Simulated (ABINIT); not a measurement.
# Ge2N (I4/mmm) in ABINIT: equation of state

How stiff is Ge2N in PBE, and what volume does it want? The cell is scaled to several volumes.

All numbers are computed with ABINIT 10.8.3 (patched build); they aren't measurements. Logs are shortened: lines on timing, memory, paths and dates and some standing lists are left out, and cuts for length are marked. The log counts tension as positive stress, the text compression.

**1. The structure**

Symmetry: I4/mmm, No. 139, tetragonal system. Conventional cell: a = 4.217 Å, b = 4.217 Å, c = 5.403 Å, α = 90.00°, β = 90.00°, γ = 90.00°. Ge (site symmetry mmm) has 2 N at 2.11 Å as nearest neighbours. Around N (site symmetry 4/mmm) lie 4 Ge at 2.11 Å.

The cell was built by a generator and needn't be a form met in nature.

**2. Equation of state, PBE**

run.abi

```
# Datasets: one volume each
ndtset 7
getwfk -1
scalecart1 3*0.9795861087
scalecart2 3*0.9864848297
scalecart3 3*0.9932883884
scalecart4 3*1.0000000000
scalecart5 3*1.0066227096
scalecart6 3*1.0131594038
scalecart7 3*1.0196128224

# Pseudopotentials
pp_dirpath "./"
pseudos "Ge.GGA_PBE-JTH.xml, N.GGA_PBE-JTH.xml"

# Structure
acell 4.0238436575 4.0238436575 4.0238436575 Angstrom
rprim
    -0.5240188684     0.5240188684     0.6714227067
     0.5240188684    -0.5240188684     0.6714227067
     0.5240188684     0.5240188684    -0.6714227067
ntypat 2
znucl 32 7
natom 3
typat 1 1 2
xred
     0.0000000000     0.5000000000     0.5000000000
     0.5000000000     0.0000000000     0.5000000000
     0.5000000000     0.5000000000     0.0000000000

# Plane-wave basis
ecut 26.0
pawecutdg 48.0
pawxcdev 0

# k points
kptopt 1
ngkpt 9 9 9
nshiftk 1
shiftk 0.0 0.0 0.0

# Exchange and correlation
ixc 11

# Bands and occupations
nband 21
occopt 3
tsmear 0.05 eV

# SCF cycle
nstep 100
tolvrs 1.0e-9

# Output
iomode 3
prtwf 1
prtden 0
prteig 0
prtebands 0
```

Potentials or basis: JTH PAW PBE v2.0.

Started as:

```console
> abinit run.abi > log 2>&1
```

run.abo:

```text
.Version 10.8.3 of ABINIT
 DATASET    1 : space group I4/m m m (#139); Bravais tI (body-center tetrag.)
================================================================================
 Values of the parameters that define the memory need for DATASET  1.
     intxc =       0    ionmov =       0      iscf =      17    lmnmax =      18
     lnmax =       6     mgfft =      36  mpssoang =       3    mqgrid =    3001
     natom =       3  nloc_mem =       2    nspden =       1   nspinor =       1
    nsppol =       1      nsym =      16    n1xccc =       1    ntypat =       2
    occopt =       3   xclevel =       2
       mpw =        1949          nfft =       46656          nkpt =          75
 PAW method is used; the additional fine FFT grid is defined by:
   mgfftf=        48    nfftf =    110592
================================================================================
================================================================================
[... 71 lines left out ...]
 DATASET    7 : space group I4/m m m (#139); Bravais tI (body-center tetrag.)
================================================================================
 Values of the parameters that define the memory need for DATASET  7.
     intxc =       0    ionmov =       0      iscf =      17    lmnmax =      18
     lnmax =       6     mgfft =      36  mpssoang =       3    mqgrid =    3001
     natom =       3  nloc_mem =       2    nspden =       1   nspinor =       1
    nsppol =       1      nsym =      16    n1xccc =       1    ntypat =       2
    occopt =       3   xclevel =       2
       mpw =        2204          nfft =       46656          nkpt =          75
 PAW method is used; the additional fine FFT grid is defined by:
   mgfftf=        50    nfftf =    125000
================================================================================
================================================================================

--------------------------------------------------------------------------------
------------- Echo of variables that govern the present computation ------------
--------------------------------------------------------------------------------
 -outvars: echo values of preprocessed input variables --------
            acell      7.6039624861E+00  7.6039624861E+00  7.6039624861E+00 Bohr
              amu      7.26100000E+01  1.40067400E+01
             ecut      2.60000000E+01 Hartree
           getwfk          -1
                       outvar_i_n : Printing only first  50 k-points.
              ixc          11
           jdtset        1    2    3    4    5    6    7
                       outvar_i_n : Printing only first  50 k-points.
         kptrlatt        9    0    0      0    9    0      0    0    9
          kptrlen1     6.70386242E+01
          kptrlen2     6.75107427E+01
          kptrlen3     6.79763488E+01
          kptrlen4     6.84356624E+01
          kptrlen5     6.88888919E+01
          kptrlen6     6.93362349E+01
          kptrlen7     6.97778789E+01
            natom           3
            nband          21
           ndtset           7
            ngfft          36      36      36
          ngfftdg1         48      48      48
[... 140 lines left out ...]
- pspini: atom type   1  psp file is ./Ge.GGA_PBE-JTH.xml
 Pseudopotential format is: paw10
 basis_size (lnmax)=  6 (lmn_size= 18), orbitals=   0   0   1   1   2   2
 Spheres core radius: rc_sph= 2.30476891
 Shapefunction is SIN type: shapef(r)=[sin(pi*r/rshp)/(pi*r/rshp)]**2
 Radius for shape functions =  1.99988291
 Compensation charge density is not taken into account in XC energy/potential

- pspini: atom type   2  psp file is ./N.GGA_PBE-JTH.xml
 Pseudopotential format is: paw10
 basis_size (lnmax)=  4 (lmn_size=  8), orbitals=   0   0   1   1
 Spheres core radius: rc_sph= 1.20497474
 Shapefunction is SIN type: shapef(r)=[sin(pi*r/rshp)/(pi*r/rshp)]**2
 Radius for shape functions =  1.00243812
 Compensation charge density is not taken into account in XC energy/potential

   1.43944466E+03                                ecore*ucvol(ha*bohr**3)
--------------------------------------------------------------------------------

================================================================================

--- !BeginCycle
iteration_state: {dtset: 1, }
solver: {iscf: 17, nstep: 100, nline: 4, wfoptalg: 10, }
tolerances: {tolvrs: 1.00E-09, }
...
[... 1329 lines left out ...]
-Cartesian components of stress tensor (GPa)         [Pressure= -4.2676E+00 GPa]
- sigma(1 1)=  5.10878245E+00  sigma(3 2)=  0.00000000E+00
- sigma(2 2)=  5.10878245E+00  sigma(3 1)=  0.00000000E+00
- sigma(3 3)=  2.58526470E+00  sigma(2 1)=  0.00000000E+00

== END DATASET(S) ==============================================================
================================================================================

 -outvars: echo values of variables after computation  --------
            acell      7.6039624861E+00  7.6039624861E+00  7.6039624861E+00 Bohr
           etotal1    -2.0108413232E+02
           etotal2    -2.0108529338E+02
           etotal3    -2.0108598014E+02
           etotal4    -2.0108624220E+02
           etotal5    -2.0108611675E+02
           etotal6    -2.0108565874E+02
           etotal7    -2.0108487711E+02
            fcart1    -0.0000000000E+00 -0.0000000000E+00 -0.0000000000E+00
                      -0.0000000000E+00 -0.0000000000E+00 -0.0000000000E+00
                      -0.0000000000E+00 -0.0000000000E+00 -0.0000000000E+00
            fcart2    -0.0000000000E+00 -0.0000000000E+00 -0.0000000000E+00
                      -0.0000000000E+00 -0.0000000000E+00 -0.0000000000E+00
                      -0.0000000000E+00 -0.0000000000E+00 -0.0000000000E+00
            fcart3     6.6438058046E-32  2.6575223218E-31  5.1852276738E-32
                       6.6438058046E-32 -1.3287611609E-31  5.1852276738E-32
                      -1.3287611609E-31 -1.3287611609E-31 -1.0370455348E-31
            fcart4    -0.0000000000E+00 -0.0000000000E+00 -0.0000000000E+00
[... 52 lines left out ...]
           xangst3     2.0944180972E+00  1.2373849182E-18 -8.6033982469E-17
                       1.2373849182E-18  2.0944180972E+00  1.4896790683E-16
                       2.1552817348E-17  2.1552817348E-17  2.6835672388E+00
           xangst4     2.1085700000E+00 -9.0359299535E-19 -6.4947065246E-17
                      -9.0359299535E-19  2.1085700000E+00 -6.4947065246E-17
                       1.3152434956E-17  1.4056027952E-17  2.7016999999E+00
           xangst5     2.1225344468E+00  1.1717755863E-16 -8.4034174617E-17
                       1.1717755863E-16  2.1225344468E+00 -8.4034174617E-17
                      -4.1015702921E-17 -4.1015702921E-17  2.7195925744E+00
           xangst6     2.1363175241E+00  0.0000000000E+00  0.0000000000E+00
                       0.0000000000E+00  2.1363175241E+00  0.0000000000E+00
                      -7.9671749260E-17  1.5315313903E-16  2.7372527611E+00
           xangst7     2.1499250090E+00  1.1565707699E-16 -8.2085989240E-17
                      -1.1934481231E-16  2.1499250090E+00 -8.2085989240E-17
                      -1.4398051203E-16  8.7333641954E-17  2.7546879621E+00
             xred      1.1469102715E-17  5.0000000000E-01  5.0000000000E-01
                       5.0000000000E-01  1.1469102715E-17  5.0000000000E-01
                       5.0000000000E-01  5.0000000000E-01  1.4366352822E-17
 Calculation completed.
```

It took 16 min on 1 thread of Arm Neoverse V1, shared host; peak memory 0.25 GiB.

Results:

```yaml
Equilibrium_volume: 16.07 Å³/atom
Bulk_modulus_at_fixed_shape_and_positions: 86 GPa
Pressure_derivative_of_the_bulk_modulus: 4.3
```

Energy against volume, from the lowest point:
| volume (Å³/atom) | energy (meV/atom) |
| --- | --- |
| 15.055 | 19.14 |
| 15.375 | 8.61 |
| 15.696 | 2.38 |
| 16.016 | 0.00 |
| 16.336 | 1.14 |
| 16.657 | 5.29 |
| 16.977 | 12.38 |

Caveat: pressures at fixed basis lie under the slope of the energies; the cell was scaled at fixed shape and fractional positions, which overstates the stiffness of a crystal with free parameters, most of all of layers and chains.
